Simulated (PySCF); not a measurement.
**B(SPMe3)H3 (C3H12BPS): electronic structure in real space**

For B(SPMe3)H3 (C3H12BPS), the scripts below see where an electron leaves and enters and compute its lowest excited states.

The runs use PySCF 2.14.0; levels as typed in each script, gas phase, geometry from GFN2-xTB.

## 1. The starting structure

18 atoms, charge 0, spin multiplicity 1.

Bond lengths: B1–S2 2.065 Å, B1–H16 1.180 Å, B1–H17 1.198 Å, B1–H18 1.180 Å, S2–P3 1.988 Å, P3–C4 1.831 Å, P3–C5 1.828 Å, P3–C6 1.833 Å, C4–H7 1.088 Å, C4–H8 1.089 Å, C4–H9 1.089 Å, C5–H10 1.087 Å, C5–H11 1.086 Å, C5–H12 1.090 Å, C6–H13 1.089 Å, C6–H14 1.089 Å, C6–H15 1.088 Å. Angles: S2–B1–H16 105.2°, S2–B1–H17 104.4°, S2–B1–H18 101.5°, H16–B1–H17 114.5°, H16–B1–H18 115.1°, H17–B1–H18 114.1°, B1–S2–P3 98.5°, S2–P3–C4 115.3°, S2–P3–C5 109.7°, S2–P3–C6 115.3°, C4–P3–C5 105.5°, C4–P3–C6 104.8°, C5–P3–C6 105.5°, P3–C4–H7 111.0°, P3–C4–H8 108.7°, P3–C4–H9 108.1°, H7–C4–H8 110.2°, H7–C4–H9 110.0° and more.

Coordinates:

```
B    -2.4957    0.6438   -0.0019
S    -1.2159   -0.9768   -0.0010
P     0.5084    0.0122    0.0004
C     0.7935    1.0878    1.4543
C     1.8978   -1.1750   -0.0075
C     0.7870    1.1007   -1.4480
H     1.7709    1.5621    1.4022
H     0.7172    0.4822    2.3561
H     0.0119    1.8454    1.4736
H     2.8503   -0.6503    0.0001
H     1.8204   -1.8084    0.8717
H     1.8164   -1.8005   -0.8959
H     0.0054    1.8585   -1.4570
H     0.7066    0.5032   -2.3548
H     1.7647    1.5746   -1.3961
H    -2.2416    1.2381   -0.9895
H    -2.2372    1.2292    1.0106
H    -3.5484    0.1117    0.0053
```

## 2. Removing and adding an electron (B3LYP/6-311+g**)

Contents of input.py:

```python
import numpy as np
from pyscf import gto, scf, dft
from pyscf.scf import atom_ks, atom_hf
from scipy.linalg import block_diag

def solve(mol, dm0=None, hcore=None):
    mf = (dft.UKS if mol.spin else dft.RKS)(mol, xc='b3lyp')
    mf.grids.level = 3
    mf = mf.density_fit(auxbasis='def2-universal-jkfit')
    mf.conv_tol, mf.max_cycle = 1e-8, 80
    if hcore is not None:
        mf.get_hcore = lambda *args: hcore
    mf.kernel(dm0)
    if not mf.converged:
        mf = mf.newton().run(mf.mo_coeff, mf.mo_occ, max_cycle=30)
    assert mf.converged, 'SCF not converged'
    return mf

mol = gto.M(atom='''
B     -2.49569     0.64377    -0.00189
S     -1.21587    -0.97677    -0.00098
P      0.50838     0.01218     0.00041
C      0.79352     1.08776     1.45427
C      1.89779    -1.17499    -0.00752
C      0.78703     1.10070    -1.44797
H      1.77092     1.56214     1.40221
H      0.71716     0.48222     2.35605
H      0.01192     1.84544     1.47359
H      2.85026    -0.65026     0.00014
H      1.82039    -1.80839     0.87170
H      1.81644    -1.80050    -0.89586
H      0.00537     1.85851    -1.45704
H      0.70663     0.50323    -2.35478
H      1.76467     1.57462    -1.39606
H     -2.24164     1.23811    -0.98951
H     -2.23717     1.22919     1.01058
H     -3.54838     0.11169     0.00530
''', basis='6-311+g**', charge=0, spin=0, verbose=4)
mf = solve(mol)
out = dict(e0=mf.e_tot, dm0=mf.make_rdm1(), c=mf.mo_coeff, occ=mf.mo_occ, eps=mf.mo_energy)
for name, dq, spin in [('cation', 1, 1), ('anion', -1, 1)]:
    ion = mol.copy().set(charge=mol.charge + dq, spin=spin).build()
    mi = solve(ion)
    if spin and dq > 0 and mol.nao < 130:
        c, _, stable, _ = mi.stability(return_status=True)
        if not stable:
            mi = solve(ion, mi.make_rdm1(c, mi.mo_occ))
    print(name, 'vertical energy change / eV', (mi.e_tot - mf.e_tot) * 27.211386)
    out.update({'e_' + name: mi.e_tot, 'dm_' + name: mi.make_rdm1(), 's2_' + name: mi.spin_square()[0], 'eps_' + name: mi.mo_energy, 'occ_' + name: mi.mo_occ})
# spherically averaged free atoms, for the promolecule
atm = atom_ks.get_atm_nrks(mol, xc='b3lyp')
pro = block_diag(*[(atm[a[0]][2] * atm[a[0]][3]) @ atm[a[0]][2].T for a in mol._atom])
np.savez('result.npz', pro=pro, **out)
```

Run with:

```sh
> OMP_NUM_THREADS=1 python input.py
```

## 4. Excited states (HF/6-31+g*)

Contents of input.py:

```python
import numpy as np
from pyscf import gto, scf, dft, tdscf
from pyscf.scf import atom_ks, atom_hf
from scipy.linalg import block_diag

def solve(mol, dm0=None, hcore=None):
    mf = scf.UHF(mol) if mol.spin else scf.RHF(mol)
    mf = mf.density_fit(auxbasis='def2-universal-jkfit')
    mf.conv_tol, mf.max_cycle = 1e-8, 80
    if hcore is not None:
        mf.get_hcore = lambda *args: hcore
    mf.kernel(dm0)
    if not mf.converged:
        mf = mf.newton().run(mf.mo_coeff, mf.mo_occ, max_cycle=30)
    assert mf.converged, 'SCF not converged'
    return mf

mol = gto.M(atom='''
B     -2.49569     0.64377    -0.00189
S     -1.21587    -0.97677    -0.00098
P      0.50838     0.01218     0.00041
C      0.79352     1.08776     1.45427
C      1.89779    -1.17499    -0.00752
C      0.78703     1.10070    -1.44797
H      1.77092     1.56214     1.40221
H      0.71716     0.48222     2.35605
H      0.01192     1.84544     1.47359
H      2.85026    -0.65026     0.00014
H      1.82039    -1.80839     0.87170
H      1.81644    -1.80050    -0.89586
H      0.00537     1.85851    -1.45704
H      0.70663     0.50323    -2.35478
H      1.76467     1.57462    -1.39606
H     -2.24164     1.23811    -0.98951
H     -2.23717     1.22919     1.01058
H     -3.54838     0.11169     0.00530
''', basis='6-31+g*', charge=0, spin=0, verbose=4)
mf = solve(mol)
td = mf.TDA()
td.nstates, td.singlet, td.conv_tol = 6, True, 1e-5
td.kernel()
td.analyze()
x, y = np.array([p[0] for p in td.xy]), np.array([p[1] + 0 * p[0] for p in td.xy])
f, mu = td.oscillator_strength(), td.transition_dipole()
nto = [td.get_nto(state=i + 1, verbose=4) for i in range(len(td.e))]
# spherically averaged free atoms, for the promolecule
atm = scf.atom_hf.get_atm_nrhf(mol)
pro = block_diag(*[(atm[a[0]][2] * atm[a[0]][3]) @ atm[a[0]][2].T for a in mol._atom])
np.savez('result.npz', e=td.e, f=f, ok=td.converged, w=[n[0] for n in nto], nto=[n[1] for n in nto], x=x, y=y, c=mf.mo_coeff, occ=mf.mo_occ, eps=mf.mo_energy, pro=pro, mu=mu)
```

(Steps that only read results are left out.)

Before running it: what results should come out? Wanted: vertical ionisation energy; vertical electron affinity; lowest singlet excitation.

**Answer**, as computed:

```
                                    quantity     value
vertical ionisation energy (B3LYP/6-311+g**)   8.52 eV
vertical electron affinity (B3LYP/6-311+g**)  -0.25 eV
      lowest singlet excitation (HF/6-31+g*)   6.47 eV
```

What this shows: The ionisation energy from two SCF runs, 8.52 eV, lies 2.1 eV above −ε(HOMO) = 6.42 eV of the same level, B3LYP/6-311+g**, since self-interaction lifts this functional's HOMO. The geometry was not optimised at these levels.
